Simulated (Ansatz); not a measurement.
Runs of Ansatz 0.2.0 on InSb3. The structure is cubic, space group Pm-3m (No. 221). Conventional cell: a = 4.806 Å, b = 4.806 Å, c = 4.806 Å, α = 90.00°, β = 90.00°, γ = 90.00°. Around Sb (site symmetry 4/mmm) lie 8 Sb at 3.40 Å and 4 In at 3.40 Å. Around In (site symmetry m-3m) lie 12 Sb at 3.40 Å. The cell comes from a database or a generator and needn't be the stable form of this composition.

```tsv
potentials or basis	cutoff (eV)	gap on the mesh (eV)	pressure (GPa)	relaxed volume (Å³/atom)
Ansatz PAW	420	none	0.0	(a)
PseudoDojo standard (PBE files)	1088	none	0.0	27.84
Ansatz NC	1088	none	0.0	27.86
SPMS NC	653	none	0.0	27.86
Ansatz PAW earlier set	620	none	0.0	27.86
```

Alike in all rows: task relaxation of cell and atoms; level PBE; no spin polarisation; cell relaxed; k mesh 6 × 6 × 6; smearing fermi-dirac 0.05 eV.

Question: Fill in the values left out.

Answer: (a) 27.85.

Caveats: the plane-wave basis is chosen anew once the cell has moved, so the energies of steps on either side of that aren't comparable.

A k mesh can miss the band edges, and the runs leave out spin-orbit coupling on In, Sb.

A gap of «none» marks a metal or a gap under the smearing width.

The runs don't all hold the same shells in valence.
